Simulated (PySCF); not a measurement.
# H4Hg2 (Hg2(H)2(H)2): the cost of one run

Program: PySCF 2.14.0. Level of theory: TPSS, Hg def2-SVP with ECP60, H def2-SVP; scalar-relativistic core potentials, no spin–orbit coupling. These are calculated values, not measurements.

4 further runs of the same task are left out: 2 for a known fault of the program, 2 that didn't finish. Runs told in other sessions of the task aren't counted.

## Step 1: Starting geometry

6 atoms, charge 0, spin multiplicity 1.

Bond lengths: Hg1–H4 1.670 Å, Hg1–H5 1.661 Å, Hg2–H3 1.670 Å, Hg2–H6 1.661 Å. Angles: H4–Hg1–H5 179.4°, H3–Hg2–H6 179.4°.

As a file:

```
Hg   -0.6143    0.0000    1.9079
Hg    0.6143    0.0000   -1.9079
H     1.5596    0.0000   -0.5309
H    -1.5596    0.0000    0.5309
H     0.3122    0.0000    3.2869
H    -0.3122    0.0000   -3.2869
```

Formal oxidation states: Hg +2. An earlier session relaxed this geometry at TPSS, Hg def2-SVP with ECP60, H def2-SVP (singlet, point group C2h).

Its energy there is -309.218235 Eh.

## Step 2: Multiplicity 3 at the relaxed geometry

run.py (the lines that set the calculation)

```python
mol = gto.M(atom='''
Hg    -0.61431     0.00000     1.90793
Hg     0.61431     0.00000    -1.90793
H      1.55960     0.00000    -0.53085
H     -1.55960     0.00000     0.53085
H      0.31221     0.00000     3.28687
H     -0.31221     0.00000    -3.28687''',
    basis={'Hg': 'def2-SVP', 'H': 'def2-SVP'},
    ecp={'Hg': 'def2-SVP'},
    charge=0, spin=2)
mf = dft.UKS(mol, xc='TPSS')
mf.grids.atom_grid = (50, 194)
mf = mf.density_fit()  # fitting sets: Hg def2-universal-JKFIT, H def2-universal-JKFIT
mf.conv_tol = 1e-08; mf.max_cycle = 55
mf.kernel(dm0)  # dm0: free metal ions and neutral atoms
```

Started as:

```console
> OMP_NUM_THREADS=2 python run.py
```

**Question.** How long does this run take on 2 threads of Arm Neoverse V1, shared host?

About 3.9 s.
